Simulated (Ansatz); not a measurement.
## CH4BOSb, SMILES [OH][Sb]1[BH][CH2]1: an atomisation energy, step by step

Computed with Ansatz 0.2.0 through its Python package.

At the Python prompt:
```pycon
>>> from collections import Counter
>>> from dataclasses import dataclass
>>> import ansatz as az
>>> @dataclass
... class Options:
...     basis_set: str = "def2-TZVP"
...     xc: str = "R2SCAN0"
...
>>> cfg = Options()
>>> def energy(molecule, charge=0, unpaired=0):
...     calc = molecule.calculation().basis(gaussian=cfg.basis_set).functional(cfg.xc)
...     if charge:
...         calc = calc.charge(charge)
...     if unpaired:
...         calc = calc.spin("collinear", total=unpaired)
...     report = calc.run().report
...     if report["published_state_doubts"]:
...         print("  doubts:", report["published_state_doubts"])
...     return report["free_energy_ev"]
...
>>> molecule = (
...     az.Crystal.molecule()
...     .atom("O", [-0.5913, 1.0571, -1.6643])
...     .atom("Sb", [-1.5129, -0.0483, -0.2528])
...     .atom("B", [0.3545, 0.1797, 1.1213])
...     .atom("C", [0.3072, -1.0298, 0.1296])
...     .atom("H", [-0.6371, 2.0085, -1.3116])
...     .atom("H", [1.0075, 0.7859, 1.9457])
...     .atom("H", [1.0086, -1.0198, -0.6813])
...     .atom("H", [0.1556, -1.9904, 0.6576])
... )
>>> unpaired = {"O": 2, "Sb": 3, "B": 1, "C": 2, "H": 1}
>>> counts = Counter(site.symbol for site in molecule.cartesian_sites)
>>> atom_energy = {s: energy(az.Crystal.molecule().atom(s, (0, 0, 0)), 0, unpaired[s]) for s in counts}

>>> whole = energy(molecule, 0, 0)
>>> for s, e in atom_energy.items():
...     print(f"{s:2s} x{counts[s]}  {e:14.5f} eV")
...
O  x1     -2042.38751 eV
Sb x1     -6538.45587 eV
B  x1      -670.45963 eV
C  x1     -1029.51733 eV
H  x4       -13.60215 eV
>>> print(f"CH4BOSb: {whole:.5f} eV")
CH4BOSb: -10362.14834 eV
>>> split = sum(counts[s] * e for s, e in atom_energy.items()) - whole
>>> print(f"atomisation energy (no zero-point term): {split:.3f} eV, {split / sum(counts.values()):.3f} eV an atom")
atomisation energy (no zero-point term): 26.919 eV, 3.365 eV an atom
```

26.919 eV from the electronic energies, without the zero-point term.

What to keep in mind:
- Total energies depend on the basis set; only differences at equal settings carry meaning.
- The geometry is a force-field or estimated start, not a minimum of this method, and the basis set is short of its limit. All parts are taken at fixed geometry, without zero-point energy.
- def2 sets replace the cores of elements past krypton by effective core potentials.
- The spin-orbit lowering of heavy atoms is left out.
- Wall time of the script: 6.2 s on 1 thread of Intel(R) Xeon(R) 6975P-C (Granite Rapids), with other jobs on the host, peak memory 0.35 GiB.

(Lines on the test bed's own set-up are left out of the output.)
